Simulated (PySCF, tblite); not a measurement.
**C5HBrFO2 radical: geometry, infrared bands and EPR parameters**

Aim: predict the infrared bands and EPR parameters of C5HBrFO2 radical (`O=C1[CH]C(=O)C(Br)=C1F`).

The runs use tblite 0.8.0 and PySCF 2.14.0, with density-fitted response routines of our own; the level of theory stands in each step. All values are computed, except where a source is named. Atoms are numbered from 0 throughout.

### Step 1. The molecule as given

10 atoms, charge 0, multiplicity 2; geometry from: force field or distance geometry start.

Bonds of the start (Å): O0–C1 1.20, C1–C2 1.46, C2–C3 1.45, C3–O4 1.22, C3–C5 1.47, C5–Br6 1.84, C5–C7 1.33, C7–F8 1.33, C7–C1 1.48, C2–H9 1.08.

### Step 2. Relaxing the molecule with GFN2-xTB

What the job is given:

```
{"job": {"kind": "relax", "xc": "GFN2-xTB", "basis": "xTB"}, "charge": 0, "multiplicity": 2}
O     -2.201800     1.146400     0.250600
C     -1.161100     0.568900     0.125000
C     -0.933100    -0.871600     0.260600
C      0.474500    -1.125200     0.033600
O      0.996700    -2.228800     0.081200
C      1.107800     0.177500    -0.216200
Br     2.905100     0.381700    -0.548600
C      0.177000     1.124700    -0.151700
F      0.342200     2.434700    -0.330100
H     -1.698300    -1.603700     0.473000
```

Command:

```bash
$ OMP_NUM_THREADS=1 python probes_run.py task.json out
```

This one command runs all jobs of the session in turn.

Log:

```text
step      E/eV     max force
  0    -763.00054    2.296
  1    -763.07026    1.651
  2    -763.10343    0.497
  3    -763.11025    0.356
  4    -763.11344    0.148
  5    -763.11463    0.111
  6    -763.11511    0.086
  7    -763.11548    0.063
  8    -763.11589    0.055
  9    -763.11617    0.048
 10    -763.11638    0.037
 11    -763.11650    0.035
 12    -763.11662    0.029
 13    -763.11672    0.030
 14    -763.11678    0.020
 15    -763.11682    0.019
 16    -763.11685    0.017
 17    -763.11688    0.014
 18    -763.11690    0.010
```

Run time: 0.09 s. Hardware: 1 thread of Arm Neoverse V2, shared host.

Along the way:

```csv
step,energy from step 0 (eV),largest force (eV/Å)
0,0.0000,2.2957
1,-0.0697,1.6510
2,-0.1029,0.4972
3,-0.1097,0.3563
4,-0.1129,0.1479
5,-0.1141,0.1106
6,-0.1146,0.0864
7,-0.1149,0.0633
8,-0.1154,0.0549
9,-0.1156,0.0484
10,-0.1158,0.0371
11,-0.1160,0.0351
12,-0.1161,0.0291
13,-0.1162,0.0301
14,-0.1162,0.0204
15,-0.1163,0.0193
16,-0.1163,0.0172
17,-0.1163,0.0138
18,-0.1164,0.0099
```

Close pairs (by a distance rule), those that changed most:

```csv
bond,before (Å),after (Å),change (Å)
C3–C5,1.470,1.512,+0.042
C1–C7,1.475,1.513,+0.037
C1–C2,1.465,1.443,-0.022
C5–C7,1.330,1.349,+0.020
C7–F8,1.332,1.316,-0.017
C5–Br6,1.839,1.855,+0.016
C3–O4,1.222,1.206,-0.015
O0–C1,1.197,1.208,+0.011
```

The next job starts from the end point, and lists it.

### Step 3. Vibrational analysis with GFN2-xTB

What the job is given:

```
{"job": {"kind": "ir", "xc": "GFN2-xTB", "basis": "xTB"}, "charge": 0, "multiplicity": 2}
O     -2.228654     1.163983     0.250850
C     -1.191301     0.555112     0.141098
C     -0.933934    -0.859681     0.255482
C      0.462138    -1.158106     0.047675
O      1.037805    -2.218107     0.067591
C      1.107631     0.183380    -0.214193
Br     2.924906     0.347702    -0.548106
C      0.167042     1.149232    -0.158797
F      0.348878     2.440442    -0.333142
H     -1.685628    -1.599302     0.469013
```

Log:

```text
mode    cm-1     km/mol
  1      77.7      0.00
  2     122.0     22.09
  3     123.3      0.07
  4     218.1      2.61
  5     229.6      6.07
  6     299.6      5.78
  7     359.4      1.13
  8     406.5      5.20
  9     434.6     26.40
 10     578.5     15.60
 11     586.3      7.85
 12     630.1      1.76
 13     644.1      9.89
 14     727.8     34.04
 15     853.7     13.54
 16     983.5     13.96
 17    1057.3      2.31
 18    1128.1     14.94
 19    1212.6    122.23
 20    1221.7     49.15
 21    1581.6    260.20
 22    1689.8    649.60
 23    1733.1     73.41
 24    3132.5      8.45
```

Run time: 0.25 s. Hardware: 1 thread of Arm Neoverse V2, shared host.

The strongest bands and the atoms that carry them (share of the mass-weighted mode):

```csv
cm⁻¹,km/mol,atoms
122,22.1,"C2 37 %, O4 23 %, O0 23 %, H9 13 %"
435,26.4,"H9 47 %, C7 21 %, C3 19 %"
728,34.0,"C1 27 %, C2 26 %, C3 24 %, H9 12 %"
1213,122.2,"C7 56 %, F8 17 %, C5 14 %"
1222,49.1,"C2 57 %, H9 22 %"
1582,260.2,"C7 57 %, C5 37 %"
1690,649.6,"C3 31 %, C1 30 %, O4 19 %, O0 18 %"
1733,73.4,"C1 31 %, C3 31 %, O0 18 %, O4 17 %"
```

### Step 4. g tensor and hyperfine couplings: B3LYP/def2-TZVP-core+pcH-1

Same as in step 3 but for these lines:

```diff
@@ -1,2 +1,2 @@
-{"job": {"kind": "ir", "xc": "GFN2-xTB", "basis": "xTB"}, "charge": 0, "multiplicity": 2}
+{"job": {"kind": "epr", "basis": "pcH-1"}, "charge": 0, "multiplicity": 2}
 O     -2.228654     1.163983     0.250850
```

With the program's defaults for keys left out, this is: UKS B3LYP, def2-TZVP-core on Br, pcH-1 on C F H O, non-relativistic, mean-field spin-orbit, GIAO.

Log:

```text
UKS, coarse grid
  cycle   1  E = -3015.18278511  |g| = 1.82e+00
  cycle   2  E = -3010.86003584  |g| = 3.07e+00
  cycle   3  E = -3014.83397030  |g| = 1.27e+00
  cycle   4  E = -3015.52304188  |g| = 2.75e-01
  cycle   5  E = -3015.52471179  |g| = 2.67e-01
  cycle   6  E = -3015.55173595  |g| = 9.69e-02
  cycle   7  E = -3015.55489758  |g| = 3.72e-02
  cycle   8  E = -3015.55549808  |g| = 1.67e-02
  cycle   9  E = -3015.55562828  |g| = 8.97e-03
  cycle  10  E = -3015.55568114  |g| = 3.29e-03
  cycle  11  E = -3015.55568947  |g| = 1.59e-03
  cycle  12  E = -3015.55569194  |g| = 1.04e-03
  cycle  13  E = -3015.55569424  |g| = 4.70e-04
UKS, final grid
  cycle   1  E = -3015.55567439  |g| = 2.03e-04
  cycle   2  E = -3015.55567444  |g| = 1.97e-04
  cycle   3  E = -3015.55567446  |g| = 1.10e-04
  cycle   4  E = -3015.55567447  |g| = 1.02e-04
  cycle   5  E = -3015.55567448  |g| = 2.89e-05
E = -3015.55567448 Eh   <S^2> = 0.7585 (exact 0.7500)
g shifts (ppm)      1          2          3
  rmc          -194       -194       -194
  gc             -9         39         39
  oz_so        -541       4381      13412
  total        -745       4225      13256
hyperfine (MHz)  atom isotope    a_iso     a_fc   dipolar eigenvalues
    0   17O      -8.09      -8.00    -40.35     19.43     20.92
    1   13C     -33.56     -33.58     -9.51      2.03      7.47
    2   13C      64.01      64.65    -62.77    -62.47    125.24
    3   13C     -33.35     -33.55     -9.37      2.02      7.35
    4   17O      -8.35      -7.73    -38.84     18.73     20.11
    5   13C       4.12       3.55     -8.36     -6.23     14.59
    6  79Br       2.89       2.47    -30.22    -22.35     52.57
    7   13C       1.27       1.41     -7.13     -5.49     12.62
    8   19F      14.00      14.19    -29.04    -27.77     56.82
    9    1H     -50.85     -50.77    -28.56     -2.27     30.83
```

Wall time 3.4 min (1 thread of Arm Neoverse V2, shared host); peak memory 1.3 GiB.

Principal g values 2.00157, 2.00654, 2.01558; g(iso) = 2.00790, against 2.00232 for a free electron.

Hyperfine couplings, nucleus by nucleus at this fixed geometry (no averaging over rotations):

```csv
nuclei,isotope,a(iso) (MHz),"a(iso) (G, at g = 2.0023)",largest dipolar term (MHz)
C2,13C,64.0,22.8,125.2
H9,1H,-50.8,-18.1,30.8
C1,13C,-33.6,-12.0,-9.5
C3,13C,-33.4,-11.9,-9.4
F8,19F,14.0,5.0,56.8
O4,17O,-8.3,-3.0,-38.8
O0,17O,-8.1,-2.9,-40.3
C5,13C,4.1,1.5,14.6
Br6,79Br,2.9,1.0,52.6
C7,13C,1.3,0.5,12.6
```

Mulliken spin populations:

```csv
atom,value (e)
O0,0.13
C1,-0.09
C2,0.79
C3,-0.09
O4,0.13
C5,0.07
Br6,0.02
C7,0.06
F8,0.01
H9,-0.03
```

In first order the couplings over 0.8 MHz of 1H, 19F, 79Br give 16 distinct lines over 26.2 G.

Orbitals, density, ELF and potential are computed afterwards from the orbital file.

ELF in a plane through or near 10 of the atoms.

Ten even steps from ' ' (0.00) to '@' (1.00):
```
                                                        
                                                        
                                                        
                  ::==++**++::                          
                --##%%%%@@%%--    ..==--                
                ++%%%%::####..  ::##@@@@++              
          ..    --##%%##%%++::::%%@@@@@@@@::            
      ..--++==..  ..==**::..%%**##@@@@@@%%..            
    ..++##%%%%##--  ==##==--%%..%%--**==                
    ..++##**::::++##====##::..##@@@@==                  
    ..++**::++**==%%..##==--..++----==--****--          
    ..==**==--::++**++##%%::%%%%....%%##@@%%++..        
      ==**%%%%%%**..  ::--::==##--++%%::%%##--          
      ::++##%%##::  ..--##%%==..  --%%@@%%++..          
        ..::--..    **%%==::%%--    ****++::            
                  ..++##%%%%%%==    ..::..              
                    ..::====--..                        
                                                        
                                                        
                                                        
```
The map spans 11.2 Å across and 10.1 Å up, centred on the molecule. Atoms in the plane (x, y in Å): O0 (2.2, -1.2), C1 (1.2, -0.6), C2 (1.0, 0.9), C3 (-0.4, 1.2), O4 (-1.0, 2.2), C5 (-1.1, -0.2), Br6 (-3.0, -0.3), C7 (-0.2, -1.2), F8 (-0.4, -2.5), H9 (1.8, 1.6).

On the surface of density 0.002 e/bohr³ the electrostatic potential runs, from the 1st to the 99th percentile, from -1.23 V near O4 to 1.55 V near H9.

The spin density lies nearest to C2 49 %; O0, O4 about 10 % each; H9 7 %.

### Step 5. Results

| quantity | value |
| --- | --- |
| strongest single infrared mode (GFN2-xTB) | 1690 cm⁻¹, 650 km/mol |
| zero-point energy (GFN2-xTB) | 28.6 kcal/mol |
| g(iso) (B3LYP) | 2.00790 |
| ⟨S²⟩ | 0.758 (exact 0.75) |
| largest a(iso) | 13C on C2, 64.0 MHz |
| surface potential, 1st and 99th percentile | -1.23 V and 1.55 V |

What this shows: Relaxing lowered the energy by 0.116 eV in 18 steps; the close pair that moved most is C3–C5, from 1.470 to 1.512 Å. No mode is imaginary among the 24: a minimum at this level. The strongest single mode, at 1690 cm⁻¹, is carried by C3, C1, O4, O0. Unscaled tight-binding wavenumbers are off by several per cent, some by more. Its intensities can rank the bands wrongly. C2 carries the largest spin population, 0.79 e. The isotropic g lies 5.6 ppt above the free-electron value. The hyperfine terms hold no scalar relativity, which the heavier nuclei need.
